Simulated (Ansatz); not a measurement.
# CH4ClIn: the cost of one run

Method: RKS PBE0/def2-SVP, in Ansatz 0.2.0.

**1. The system as given**

Bond lengths: H2–C3 1.101 Å, In1–Cl5 2.496 Å, C3–H6 1.077 Å, C3–H7 1.077 Å. Angles: H2–C3–H6 120.2°, H2–C3–H7 119.5°, H6–C3–H7 116.1°.

Structure file:

```xyz
7

In   -1.4020   -0.0497    1.6432
H    -0.0534    0.2494   -0.1793
C     0.4984   -0.7014   -0.2419
H     0.5555    0.5011   -0.9247
Cl   -1.3486    2.1851    0.5335
H     0.2662   -1.4122   -1.0171
H     1.4840   -0.7723    0.1863
```

**2. A restrained relaxation towards end A**

Springs on the bonds that form and break draw the guess towards this end; the thresholds are loose.

Contents of input.yaml:

```yaml
crystal:
  periodic: [false, false, false]
  atoms:
    - { symbol: In, position_ang: [-1.402, -0.0497, 1.6432] }
    - { symbol: H, position_ang: [-0.0534, 0.2494, -0.1793] }
    - { symbol: C, position_ang: [0.4984, -0.7014, -0.2419] }
    - { symbol: H, position_ang: [0.5555, 0.5011, -0.9247] }
    - { symbol: Cl, position_ang: [-1.3486, 2.1851, 0.5335] }
    - { symbol: H, position_ang: [0.2662, -1.4122, -1.0171] }
    - { symbol: H, position_ang: [1.484, -0.7723, 0.1863] }
basis:
  gaussian: { orbitals: def2-SVP }
hamiltonian:
  xc: pbe0
relax:
  f_tol: 0.15
  max_steps: 25
  restrain:
    - { distance: [3, 1], at: 1.92, k: 30.0 }
    - { distance: [0, 1], at: 1.73, k: 30.0 }
    - { distance: [3, 2], at: 1.07, k: 30.0 }
```

Launch:

```sh
$ ansatz run input.yaml --threads 2 --pin off --max-ram 3072MiB --backend cpu --events-out ev --progress --plain --runs-dir out
```

What time and memory should one allow on 2 threads of Arm Neoverse V1, shared host?

About 20 s, with a peak of 0.16 GiB.
